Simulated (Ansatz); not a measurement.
# Al5GaP6: the cost of one run

Method: DFT PBE, scalar-relativistic, plane waves, PAW, in Ansatz 0.2.0.

1 further run of the same task is left out (set aside as unsound or not needed). Runs told in other sessions of the task aren't counted.

**1. The structure to begin with**

The structure is trigonal, space group P31m (No. 157). The conventional cell has a = 6.732 Å, b = 6.732 Å, c = 6.386 Å, α = 90.00°, β = 90.00°, γ = 120.00°. Al (site symmetry m) has 4 P at 2.38 to 2.39 Å in its first shell of neighbours. Around Al (site symmetry 3) lie 4 P at 2.38 to 2.39 Å. Ga (site symmetry 3m) is surrounded by 4 P at 2.39 to 2.40 Å. P (site symmetry m) is surrounded by 3 Al at 2.38 to 2.39 Å and 1 Ga at 2.39 Å. P (site symmetry 3) has 4 Al at 2.38 to 2.39 Å in its first shell of neighbours. P (site symmetry 3m) has 3 Al at 2.38 Å and 1 Ga at 2.40 Å in its first shell of neighbours.

Structure file:

```
Al Ga P
1.0
     6.73217    0.00000    0.00000
    -3.36608    5.83023    0.00000
     0.00000    0.00000    6.38588
Al Ga P
5 1 6
Direct
  0.33353 0.33353 0.99987
  0.00000 0.66647 0.99987
  0.66647 0.00000 0.99987
  0.66667 0.33333 0.50007
  0.33333 0.66667 0.50007
  0.00000 0.00000 0.50125
  0.33370 0.33370 0.37450
  0.00000 0.66630 0.37450
  0.66630 0.00000 0.37450
  0.66667 0.33333 0.87456
  0.33333 0.66667 0.87456
  0.00000 0.00000 0.87636
```

The cell was relaxed beforehand at this level, from a generated guess; it is a trial structure. At a tolerance of 0.02 Å it has space group P31m (No. 157); it has 20.89 Å³/atom, an uncorrected energy of -0.59 eV/atom over the elements.

**2. Electronic structure at the relaxed geometry**

The input, input.yaml:

```yaml
crystal:
  lattice:
    - [6.7321684249, 0.0, 0.0]
    - [-3.3660842124, 5.8302288785, 0.0]
    - [0.0, 0.0, 6.3858832]
  atoms:
    - { symbol: Al, position: [0.333527, 0.333527, 0.999875] }
    - { symbol: Al, position: [0.0, 0.666473, 0.999875] }
    - { symbol: Al, position: [0.666473, 0.0, 0.999875] }
    - { symbol: Al, position: [0.6666666667, 0.3333333333, 0.500069] }
    - { symbol: Al, position: [0.3333333333, 0.6666666667, 0.500069] }
    - { symbol: Ga, position: [0.0, 0.0, 0.501249] }
    - { symbol: P, position: [0.333698, 0.333698, 0.374503] }
    - { symbol: P, position: [0.0, 0.666302, 0.374503] }
    - { symbol: P, position: [0.666302, 0.0, 0.374503] }
    - { symbol: P, position: [0.6666666667, 0.3333333333, 0.874556] }
    - { symbol: P, position: [0.3333333333, 0.6666666667, 0.874556] }
    - { symbol: P, position: [0.0, 0.0, 0.876364] }
basis:
  ecutwfc: 420
kpoints:
  mp_grid: { grid: [6, 6, 4] }
  band_path:
    path:
      - [[0.0, 0.0, 0.0], [0.5, 0.0, 0.0], [0.33333333, 0.33333333, 0.0], [0.0, 0.0, 0.0], [0.0, 0.0, 0.5], [0.5, 0.0, 0.5], [0.33333333, 0.33333333, 0.5], [0.0, 0.0, 0.5]]
      - [[0.5, 0.0, 0.5], [0.5, 0.0, 0.0]]
      - [[0.33333333, 0.33333333, 0.5], [0.33333333, 0.33333333, 0.0], [0.33333333, 0.33333333, -0.5]]
    npoints: 10
hamiltonian:
  xc: pbe
scf:
  occupations: { method: gaussian, width: 0.02 }
  n_extra_bands: 30
output:
  forces: true
  stress: true
  eigenvalues: true
  populations: true
  dos: { projected: true, de: 0.02, nscf_kmesh: { grid: [9, 9, 6] } }
  bader: false
  write_density: true
  write_potential: true
  elf: true
  volumetric_format: npy
```

Run with:

```
$ ansatz run input.yaml --threads 4 --pin off --max-ram 8192MiB --backend cpu --events-out ev --progress --plain --runs-dir out
```

Q: Estimate wall time and peak memory on 4 threads of Intel Xeon 6975P-C (Granite Rapids), shared host.

About 26 s, with a peak of 1.3 GiB.
